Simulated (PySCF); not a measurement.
# LiSe with other numerical set-ups

Aim: see how much the energy and properties of LiSe depend on the numerical set-up.

The runs use PySCF 2.14.0; method and basis as typed in the scripts.

4 further runs of the same task are left out: 4 that didn't finish.

## Step 1: Where the work starts

LiSe: 2 atoms, charge 0, spin multiplicity 2.

Bond lengths: Li1–Se2 2.232 Å.

## Step 2: The base run

input.py

```python
from pyscf import gto, scf, mcscf

mol = gto.M(
    atom='Li 0 0 0; Se 0 0 2.232',
    basis='jorge-dzp-dkh',
    charge=0,
    spin=1,
    verbose=3,
)
mf = scf.ROHF(mol)
mf = mf.sfx2c1e()
mf.kernel()
mc = mcscf.CASCI(mf, 5, 3)
mc.kernel()
mc.analyze()
mf.dip_moment()
print('orbital energies (hartree):', mf.mo_energy[..., max(0, mol.nelec[1]-3):mol.nelec[0]+3].round(4))
```

Command:

```console
python input.py
```

The log of this run is left out.

It gives: E(SCF) = -2435.444151 Eh, E(CAS) − E(SCF) = -0.00031 Eh, μ = 7.21 D (of the SCF density).

The bond length is a typed value, not an optimised one.

## Step 3: Density fitting weigend

Variant 1 changes density fitting: none → weigend.

input.py

```python
from pyscf import gto, scf, mcscf

mol = gto.M(
    atom='Li 0 0 0; Se 0 0 2.232',
    basis='jorge-dzp-dkh',
    charge=0,
    spin=1,
    verbose=3,
)
mf = scf.ROHF(mol)
mf = mf.sfx2c1e()
mf = mf.density_fit(auxbasis='weigend')
mf.kernel()
mc = mcscf.CASCI(mf, 5, 3)
mc.kernel()
mc.analyze()
mf.dip_moment()
print('orbital energies (hartree):', mf.mo_energy[..., max(0, mol.nelec[1]-3):mol.nelec[0]+3].round(4))
```

Command:

```console
python input.py
```

## Step 4: Def2-svpd (X2C off)

Variant 2 changes basis set: jorge-dzp-dkh → def2-svpd; spin-free X2C: on → off.

input.py, as its differences from that of step 2:

```diff
@@ -4,3 +4,3 @@
     atom='Li 0 0 0; Se 0 0 2.232',
-    basis='jorge-dzp-dkh',
+    basis='def2-svpd',
     charge=0,
@@ -10,3 +10,2 @@
 mf = scf.ROHF(mol)
-mf = mf.sfx2c1e()
 mf.kernel()
```

## Step 5: Density fitting auto

Variant 3 changes density fitting: none → auto.

input.py, as its differences from that of step 2:

```diff
@@ -11,2 +11,3 @@
 mf = mf.sfx2c1e()
+mf = mf.density_fit()
 mf.kernel()
```

## Step 6: 6-31g (X2C off)

Variant 4 changes basis set: jorge-dzp-dkh → 6-31g; spin-free X2C: on → off.

input.py, as its differences from that of step 2:

```diff
@@ -4,3 +4,3 @@
     atom='Li 0 0 0; Se 0 0 2.232',
-    basis='jorge-dzp-dkh',
+    basis='6-31g',
     charge=0,
@@ -10,3 +10,2 @@
 mf = scf.ROHF(mol)
-mf = mf.sfx2c1e()
 mf.kernel()
```

Before running it: what results should come out? Wanted: for each run, E(SCF); from base; SCF dipole; after the SCF.

**Answer**, as computed:

| run | E(SCF) (hartree) | from base (eV) | SCF dipole (D) | functions | after the SCF |
| --- | --- | --- | --- | --- | --- |
| base | -2435.444151 | 0 | 7.21 | 58 | CASCI correlation -0.008 eV |
| density fitting weigend | -2411.742775 | +644.9473 | 7.29 | 58 | CASCI correlation -0.008 eV |
| def2-svpd (X2C off) | -2407.025658 | not comparable | 7.38 | 53 | CASCI correlation -0.004 eV |
| density fitting auto | -2435.444250 | -0.0027 | 7.22 | 58 | CASCI correlation -0.008 eV |
| 6-31g (X2C off) | -2406.964707 | not comparable | 7.68 | 36 | CASCI correlation -0.016 eV |

**Reading.** The largest comparable shift of the SCF energy, +644.947 eV, comes with the run “density fitting weigend”.
